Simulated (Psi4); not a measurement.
# Si2NH5F (SMILES F[SiH2]N[SiH2]): USVWN5/6-31G(d) (spherical functions)

What is the vertical ionisation energy of Si2NH5F at USVWN5/6-31G* (spherical functions)? 

Program for the calculation: Psi4 1.11.

**1. The structure to begin with**

The species is Si2NH5F (9 atoms), meant as a doublet with charge 0. SMILES: `F[SiH2]N[SiH2]`. The coordinates come from a PBE0-D4/def2-TZVP relaxation. This is one conformer, not always the lowest.

Bond lengths: F1–Si2 1.600 Å, Si2–N3 1.712 Å, N3–Si4 1.736 Å, Si2–H5 1.480 Å, Si2–H6 1.477 Å, N3–H7 1.012 Å, Si4–H8 1.489 Å, Si4–H9 1.494 Å. Some angles: F1–Si2–N3 112.4°, Si2–N3–Si4 128.4°, F1–Si2–H5 106.1°, F1–Si2–H6 106.9°, N3–Si2–H5 109.2°, N3–Si2–H6 108.5°, Si2–N3–H7 115.7°, Si4–N3–H7 115.2°, N3–Si4–H8 106.6°, N3–Si4–H9 109.5°.

**2. Energy and gradient at USVWN5/6-31G(d) (spherical functions)**

Input file fh5nsi2.in:

```
memory 2200 MB

molecule molecule1 {
  0 2
  F     -1.778200     1.208900    -1.181800
  Si    -0.288000     1.123600    -0.604900
  N      0.241500    -0.491400    -0.403000
  Si     0.023600    -1.533600     0.967900
  H      0.576300     1.799100    -1.598800
  H     -0.302800     1.779800     0.718800
  H      0.600400    -0.942200    -1.234500
  H     -0.246300    -0.650000     2.136200
  H      1.261800    -2.340700     1.182700
  symmetry c1
  no_reorient
  no_com
}

set basis 6-31G*
set reference uks
set puream true
set e_convergence 1e-09
set d_convergence 1e-08
set scf_type pk
set dft_radial_points 99
set dft_spherical_points 590
set maxiter 100

energy_value, wavefunction = gradient("scf", dft_functional={"name": "SVWN5", "x_functionals": {"LDA_X": {}}, "c_functionals": {"LDA_C_VWN": {}}}, return_wfn=True)
oeprop(wavefunction, "DIPOLE", "WIBERG_LOWDIN_INDICES", "MULLIKEN_CHARGES", title="SCF")
```

Run with:

```console
$ psi4 -i fh5nsi2.in -o fh5nsi2.out -n 1
```

fh5nsi2.out, shortened:

```text
[...]
  Running in c1 symmetry.
[...]
  Nuclear repulsion =  217.045251544568430
[...]
  Multiplicity = 2
[...]
  Nalpha       = 25
  Nbeta        = 24
[...]
    Number of basis functions: 74
[...]
   @UKS iter   1:  -732.75982259749480   -1.64499e-02   1.24884e-02 ADIIS/DIIS
[...]
   @UKS iter  13:  -733.15165318227218   -1.81899e-12   8.12232e-09 DIIS
[...]
   @S^2 Observed:                7.508289803E-01
[...]
    Orbital Energies [Eh]
    ---------------------
    Alpha Occupied:
       1A    -65.145294     2A    -65.117085     3A    -24.076865
       4A    -13.870164     5A     -5.053940     6A     -5.031804
       7A     -3.496710     8A     -3.494713     9A     -3.493262
      10A     -3.473967    11A     -3.472854    12A     -3.471213
      13A     -1.060566    14A     -0.787274    15A     -0.511806
      16A     -0.496950    17A     -0.426872    18A     -0.393374
      19A     -0.381657    20A     -0.366712    21A     -0.328715
      22A     -0.314542    23A     -0.292211    24A     -0.281917
      25A     -0.163804
    Alpha Virtual:
[...]
  @UKS Final Energy:  -733.15165318227218
   => Energetics <=
    Nuclear Repulsion Energy =            217.0452515445684298
    One-Electron Energy =               -1451.4007659784715543
    Two-Electron Energy =                 558.8687169555480523
    DFT Exchange-Correlation Energy =     -57.6648557039170910
    Empirical Dispersion Energy =           0.0000000000000000
    VV10 Nonlocal Energy =                  0.0000000000000000
    Total Energy =                       -733.1516531822721845
  UHF NO Occupations:
  HONO-2 :   23  A 1.9998921
  HONO-1 :   24  A 1.9997835
[...]
  -Total Gradient:
     Atom            X                  Y                   Z
    ------   -----------------  -----------------  -----------------
       1        0.007586297056    -0.000307788012     0.003342368854
       2        0.002154902022    -0.000670213684    -0.001003200196
       3       -0.000552195418    -0.004054242447    -0.006754096052
       4        0.006560701949     0.004140794390     0.000777320173
       5       -0.004991521304    -0.001789657256     0.004119681801
       6       -0.001416335450    -0.001265594453    -0.006494344685
       7       -0.004519824929     0.005663060419     0.010766818711
       8        0.000390968883    -0.004179303724    -0.003954845665
       9       -0.005251204970     0.002439751658    -0.000832746307
[...]
 Multipole Moments:
 ------------------------------------------------------------------------------------
     Multipole            Electronic (a.u.)      Nuclear  (a.u.)        Total (a.u.)
 ------------------------------------------------------------------------------------
 L = 1.  Multiply by 2.5417464519 to convert [e a0] to [Debye]
 Dipole X            :         31.0877094          -30.4727786            0.6149307
 Dipole Y            :         -2.7122208            2.5441383           -0.1680826
 Dipole Z            :         13.3650157          -13.5508481           -0.1858324
 Magnitude           :                                                    0.6640220
[...]
  Mulliken Charges: (a.u.)
   Center  Symbol    Alpha    Beta     Spin     Total
       1     F     4.65973  4.65938  0.00034 -0.31911
       2    SI     6.70910  6.69507  0.01403  0.59584
       3     N     3.90924  3.80163  0.10761 -0.71086
       4    SI     7.30360  6.49186  0.81174  0.20454
       5     H     0.53022  0.52440  0.00581 -0.05462
       6     H     0.52559  0.52607 -0.00048 -0.05166
       7     H     0.31187  0.31709 -0.00523  0.37104
       8     H     0.51731  0.49902  0.01829 -0.01634
       9     H     0.53335  0.48547  0.04788 -0.01882
   Total alpha = 25.00000, Total beta = 24.00000, Total charge =  0.00000
[...]
```

Wall time 16 s (1 thread of Intel Xeon 6975P-C (Granite Rapids), shared host); peak memory 0.52 GiB.

**3. The singlet cation**

Input file input.in:

```
memory 2.2 GB

molecule system {
  1 1
  F
  Si 1 r2
  N 2 r3 1 a3
  Si 3 r4 2 a4 1 d4
  H 2 r5 1 a5 3 d5
  H 2 r6 5 a6 1 d6
  H 3 r7 2 a7 6 d7
  H 4 r8 3 a8 7 d8
  H 4 r9 8 a9 3 d9

  r2 = 1.600246
  r3 = 1.711537
  a3 = 112.39074
  r4 = 1.735808
  a4 = 128.38013
  d4 = -87.09924
  r5 = 1.480254
  a5 = 106.10212
  d5 = 119.30613
  r6 = 1.477498
  a6 = 113.87365
  d6 = -117.24676
  r7 = 1.011643
  a7 = 115.67555
  d7 = -159.48388
  r8 = 1.48947
  a8 = 106.62122
  d8 = 169.1777
  r9 = 1.493549
  a9 = 110.97708
  d9 = 119.19123
  units angstrom
  symmetry c1
  no_reorient
  no_com
}

set globals {
  basis                6-31G*
  reference            rks
  puream               true
  e_convergence        1e-09
  d_convergence        1e-08
  scf_type             pk
  dft_radial_points    99
  dft_spherical_points 590
}

gradient("scf", dft_functional={"name": "SVWN5", "x_functionals": {"LDA_X": {}}, "c_functionals": {"LDA_C_VWN": {}}})
```

Run with:

```console
$ psi4 input.in input.out -n 1
```

input.out, shortened:

```text
[...]
  Running in c1 symmetry.
[...]
  Nuclear repulsion =  217.045219290877668
[...]
  Multiplicity = 1
[...]
  Nalpha       = 24
  Nbeta        = 24
[...]
    Number of basis functions: 74
[...]
   @RKS iter   1:  -732.50356447956051    2.39807e-01   1.19308e-02 ADIIS/DIIS
[...]
   @RKS iter  13:  -732.86949503207416   -1.13687e-12   2.62615e-09 DIIS
[...]
  @RKS Final Energy:  -732.86949503207416
   => Energetics <=
    Nuclear Repulsion Energy =            217.0452192908776681
    One-Electron Energy =               -1440.8786379170464897
    Two-Electron Energy =                 548.3165667429562973
    DFT Exchange-Correlation Energy =     -57.3526431488615742
    Empirical Dispersion Energy =           0.0000000000000000
    VV10 Nonlocal Energy =                  0.0000000000000000
    Total Energy =                       -732.8694950320741555
[...]
 Multipole Moments:
 ------------------------------------------------------------------------------------
     Multipole            Electronic (a.u.)      Nuclear  (a.u.)        Total (a.u.)
 ------------------------------------------------------------------------------------
 L = 1.  Multiply by 2.5417464519 to convert [e a0] to [Debye]
 Dipole X            :          0.3500572           -0.9670872           -0.6170300
 Dipole Y            :         -0.7930629           -1.3478974           -2.1409603
 Dipole Z            :         -4.0543621            5.6944822            1.6401201
 Magnitude           :                                                    2.7666642
[...]
  -Total Gradient:
     Atom            X                  Y                   Z
    ------   -----------------  -----------------  -----------------
       1       -0.000359942161     0.007861558132    -0.003380163164
       2        0.004220252517    -0.050179457760     0.030908176068
       3        0.034112441247     0.053810416527    -0.006623295040
       4       -0.023560681770    -0.048715737849    -0.027475063783
       5       -0.004949423300     0.004262740600    -0.007522441644
       6        0.005470160070     0.003328115023    -0.004919440704
       7       -0.018924973627     0.007914836517    -0.003468626613
       8        0.007216982676     0.004068630171     0.013297001325
       9       -0.003207745332     0.017623913796     0.009137814979
[...]
```

It took 11 s on 1 thread of Intel Xeon 6975P-C (Granite Rapids), shared host; peak memory 0.51 GiB.

**4. Results**

Level: USVWN5/6-31G* (spherical functions).

| quantity | value |
| --- | --- |
| doublet Si2NH5F: total energy | -733.15165 Eh |
| doublet Si2NH5F: dipole moment | 1.69 D |
| doublet Si2NH5F: HOMO energy (highest over α and β) | -4.46 eV |
| doublet Si2NH5F: LUMO energy (lowest over α and β) | -3.32 eV |
| doublet Si2NH5F: ⟨S²⟩ | 0.751 |
| doublet Si2NH5F: largest force on an atom | 0.667 eV/Å |
| singlet cation: total energy | -732.86950 Eh |
| singlet cation: HOMO energy | -12.50 eV |
| singlet cation: LUMO energy | -10.82 eV |
| singlet cation: HOMO–LUMO gap | 1.67 eV |
| singlet cation: largest force on an atom | 3.294 eV/Å |
| vertical ionisation energy (to the singlet cation) | 7.678 eV |

**Reading.** Removing an electron at fixed nuclei costs 7.68 eV (741 kJ/mol). The largest force (doublet Si2NH5F) is 0.67 eV/Å: the shape isn't a stationary point for this species at this level. Only the singlet of the ionised species was computed; a triplet could lie lower. With no_com the log's rotational constants are taken about the origin, not the centre of mass, so they aren't the molecule's.
